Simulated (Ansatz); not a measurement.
# CH4AlBO: two geometries relaxed

Aim: relax the geometries before and after the shift of H6 from C3 to B2, and see whether they are two minima and how far apart in energy. SMILES of the start: O=B[CH2][AlH2].

Method: RKS B3LYP-D4/def2-SVP, in Ansatz 0.2.0.

## (1) Starting point

Bond lengths: O1–B2 1.193 Å, B2–C3 1.542 Å, C3–Al4 2.002 Å, C3–H5 1.100 Å, C3–H6 1.100 Å, Al4–H7 1.548 Å, Al4–H8 1.548 Å. Angles: O1–B2–C3 178.3°, B2–C3–Al4 113.7°, B2–C3–H5 108.5°, B2–C3–H6 108.5°, Al4–C3–H5 109.6°, Al4–C3–H6 109.7°, H5–C3–H6 106.6°, C3–Al4–H7 122.2°, C3–Al4–H8 122.2°, H7–Al4–H8 115.6°.

As a file:

```xyz
8

O     1.6585    0.6323    2.1094
B     0.8626    0.6935    1.2233
C    -0.1648    0.7259    0.0737
Al   -0.4093   -1.0406   -0.8356
H     0.1570    1.4780   -0.6613
H    -1.1280    1.0717    0.4765
H     0.4114   -1.4454   -2.0841
H    -1.3874   -2.1154   -0.3019
```

## (2) Relaxing end A

Contents of input.yaml:

```yaml
crystal:
  periodic: [false, false, false]
  atoms:
    - { symbol: O, position_ang: [1.65855, 0.63228, 2.1094] }
    - { symbol: B, position_ang: [0.86258, 0.69354, 1.22326] }
    - { symbol: C, position_ang: [-0.16479, 0.72592, 0.07367] }
    - { symbol: Al, position_ang: [-0.40933, -1.04058, -0.83556] }
    - { symbol: H, position_ang: [0.15695, 1.47795, -0.66129] }
    - { symbol: H, position_ang: [-1.12797, 1.07166, 0.4765] }
    - { symbol: H, position_ang: [0.41138, -1.44539, -2.08409] }
    - { symbol: H, position_ang: [-1.38738, -2.11537, -0.30189] }
basis:
  gaussian: { orbitals: def2-SVP }
hamiltonian:
  xc: b3lyp
  dispersion: d4
relax:
  f_tol: 0.02
  max_steps: 50
```

Command:

```sh
ansatz run input.yaml --threads 1 --pin off --max-ram 2048MiB --backend cpu --events-out ev --progress --plain --runs-dir out
```

Log, cut to the lines that bear on the results:

```text
Warning: RAYON_NUM_THREADS=1 ignored (pool sized by the plan → 1); use --threads N
[...]
Functional definition: B3LYP
[...]
852 factors; integrals over basis functions are off by at most 3.2e-4 eV
[...]
mean field -10419.52889121 eV, -382.9106241417 hartree, gradient 7.5e-5 eV, S^2 0.000000; 0 other end points of the search recorded, 0 dependent functions left out
[...]
reference -10419.52915288 eV, -382.9106337577 hartree; 18, 18 occupied and 62, 62 virtual orbitals, 852 factors
relax step   1: F+E_penalty+E_count = -10419.74856660 eV  Δ(F+E_penalty+E_count) = +0.000e0 eV  max|allowed force component| = 1.534e0 eV/Å  Δτ_max = 0.0000 Å  (24 SCF iters, accepted)
[...]
relax step   5: F+E_penalty+E_count = -10419.81874570 eV  Δ(F+E_penalty+E_count) = -5.707e-4 eV  max|allowed force component| = 5.946e-2 eV/Å  Δτ_max = 0.0289 Å  (30 SCF iters, accepted)
[...]
relax step   6: F+E_penalty+E_count = -10419.81894956 eV  Δ(F+E_penalty+E_count) = -2.039e-4 eV  max|allowed force component| = 5.001e-3 eV/Å  Δτ_max = 0.0182 Å  (31 SCF iters, accepted)
852 factors; integrals over basis functions are off by at most 3.2e-4 eV
[...]
mean field -10419.59606280 eV, -382.9130926522 hartree, gradient 8.5e-6 eV, S^2 0.000000; 1 other end points of the search recorded, 0 dependent functions left out
[...]
reference -10419.59632271 eV, -382.9131022037 hartree; 18, 18 occupied and 62, 62 virtual orbitals, 852 factors
Total energy: -10419.81920947 eV, -382.9212931409 hartree
Atom 0 at     1.658572     0.533618     2.049977 Å, force     0.002405    -0.001054     0.000881 eV/Å
Atom 1 at     0.833348     0.668418     1.175356 Å, force    -0.001701     0.000127    -0.002038 eV/Å
Atom 2 at    -0.190618     0.738238     0.053496 Å, force    -0.000211     0.003281    -0.001658 eV/Å
Atom 3 at    -0.376009    -1.038378    -0.799894 Å, force    -0.000121     0.003142     0.000793 eV/Å
Atom 4 at     0.139821     1.484037    -0.690147 Å, force    -0.004207    -0.005001     0.003692 eV/Å
Atom 5 at    -1.160806     1.055221     0.474331 Å, force     0.002997    -0.001069    -0.002700 eV/Å
Atom 6 at     0.516768    -1.377016    -2.060911 Å, force     0.001277    -0.000047     0.001461 eV/Å
Atom 7 at    -1.421086    -2.064127    -0.202208 Å, force    -0.000440     0.000621    -0.000430 eV/Å
Dipole moment:    -0.514821     0.079179    -0.547086 e Å
```

It took 20 s on 1 thread of Intel Xeon Platinum 8375C at 2.90GHz (Ice Lake), shared host; peak memory 0.16 GiB.

Relaxation path:

| step | energy from step 1 (eV) | largest force component (eV/Å) |
| --- | --- | --- |
| 1 | 0.0000 | 1.5344 |
| 2 | -0.0655 | 0.3195 |
| 3 | -0.0690 | 0.0444 |
| 4 | -0.0696 | 0.0566 |
| 5 | -0.0702 | 0.0595 |
| 6 | -0.0704 | 0.0050 |

Step 1 is the start.

After: Bond lengths: O1–B2 1.210 Å, B2–C3 1.521 Å, C3–Al4 1.980 Å, C3–H5 1.104 Å, C3–H6 1.104 Å, Al4–H7 1.582 Å, Al4–H8 1.582 Å. Angles: O1–B2–C3 176.1°, B2–C3–Al4 109.9°, B2–C3–H5 109.1°, B2–C3–H6 108.9°, Al4–C3–H5 110.1°, Al4–C3–H6 109.9°, H5–C3–H6 109.0°, C3–Al4–H7 118.9°, C3–Al4–H8 118.8°, H7–Al4–H8 122.4°.

## (3) Relaxing end B

The second end starts from a geometry with the move made by hand.

Changes to input.yaml since step 2:

```diff
@@ -8,3 +8,3 @@
     - { symbol: H, position_ang: [0.15695, 1.47795, -0.66129] }
-    - { symbol: H, position_ang: [-1.12797, 1.07166, 0.4765] }
+    - { symbol: H, position_ang: [0.37488, 1.75334, 1.13451] }
     - { symbol: H, position_ang: [0.41138, -1.44539, -2.08409] }
```

Command:

```sh
ansatz run input.yaml --threads 1 --pin off --max-ram 2048MiB --backend cpu --events-out ev --progress --plain --runs-dir out
```

Log, cut to the lines that bear on the results:

```text
Warning: RAYON_NUM_THREADS=1 ignored (pool sized by the plan → 1); use --threads N
[...]
[... 1 set-up line as earlier in the session ...]
[...]
856 factors; integrals over basis functions are off by at most 3.5e-4 eV
[...]
mean field -10415.28188314 eV, -382.7545494739 hartree, gradient 1.0e-5 eV, S^2 0.000000; 0 other end points of the search recorded, 0 dependent functions left out
[...]
reference -10415.28213738 eV, -382.7545588170 hartree; 18, 18 occupied and 62, 62 virtual orbitals, 856 factors
relax step   1: F+E_penalty+E_count = -10415.49150741 eV  Δ(F+E_penalty+E_count) = +0.000e0 eV  max|allowed force component| = 3.615e0 eV/Å  Δτ_max = 0.0000 Å  (28 SCF iters, accepted)
[...]
relax step   3: F+E_penalty+E_count = -10417.66601213 eV  Δ(F+E_penalty+E_count) = -1.024e0 eV  max|allowed force component| = 3.043e0 eV/Å  Δτ_max = 0.1958 Å  (29 SCF iters, accepted)
[...]
reference -10419.59647916 eV, -382.9131079531 hartree; 18, 18 occupied and 62, 62 virtual orbitals, 856 factors
Total energy: -10419.81923509 eV, -382.9212940826 hartree
Atom 0 at     2.019729     0.421473     2.028663 Å, force    -0.010618     0.001089    -0.009665 eV/Å
Atom 1 at     1.160011     0.648995     1.207925 Å, force    -0.002481    -0.002598    -0.005940 eV/Å
Atom 2 at     0.080229     0.836548     0.152999 Å, force     0.009645     0.000555     0.009313 eV/Å
Atom 3 at    -0.346701    -0.898406    -0.699031 Å, force     0.006137    -0.000430     0.006489 eV/Å
Atom 4 at     0.441285     1.550895    -0.606889 Å, force     0.004876     0.000523    -0.003460 eV/Å
Atom 5 at    -0.822235     1.251608     0.633931 Å, force    -0.005361    -0.000529     0.004320 eV/Å
Atom 6 at     0.459693    -1.335041    -1.987680 Å, force     0.000171     0.001730    -0.001262 eV/Å
Atom 7 at    -1.489172    -1.794383    -0.071909 Å, force    -0.002369    -0.000340     0.000205 eV/Å
Dipole moment:    -0.537232     0.138432    -0.514153 e Å
```

Wall time 32 s (1 thread of Intel Xeon Platinum 8375C at 2.90GHz (Ice Lake), shared host); peak memory 0.16 GiB.

Step by step:

| step | energy from step 1 (eV) | largest force component (eV/Å) |
| --- | --- | --- |
| 1 | 0.0000 | 3.6152 |
| 2 | -1.1501 | 3.0688 |
| 3 | -2.1745 | 3.0435 |
| 4 | -3.0510 | 2.9206 |
| 5 | -3.6036 | 1.5559 |
| 6 | -3.9617 | 1.0463 |
| 7 | -4.2026 | 0.7219 |
| 8 | -4.3153 | 0.3849 |
| 9 | -4.3239 | 0.1736 |
| 10 | -4.3268 | 0.2242 |
| 11 | -4.3275 | 0.0106 |

Step 1 is the start.

After: Bond lengths: O1–B2 1.210 Å, B2–C3 1.521 Å, C3–Al4 1.979 Å, C3–H5 1.104 Å, C3–H6 1.104 Å, Al4–H7 1.582 Å, Al4–H8 1.582 Å. Angles: O1–B2–C3 176.2°, B2–C3–Al4 110.1°, B2–C3–H5 109.0°, B2–C3–H6 108.9°, Al4–C3–H5 110.0°, Al4–C3–H6 109.9°, H5–C3–H6 108.9°, C3–Al4–H7 118.9°, C3–Al4–H8 118.8°, H7–Al4–H8 122.3°.

Pairs that crossed the distance rule for bonds on the way: came closer C3–H6; moved apart B2–H6.

## (4) Outcome

| quantity | value |
| --- | --- |
| end A | 5 moves, 0.070 eV lower |
| end B | 10 moves, 4.327 eV lower |
| largest difference between the ends | 0.04 Å |
| end B relative to end A | -0.000 eV |

**Reading.** The two relaxations end at one structure, within 0.04 Å: no second minimum was found from this start, which doesn't rule one out.
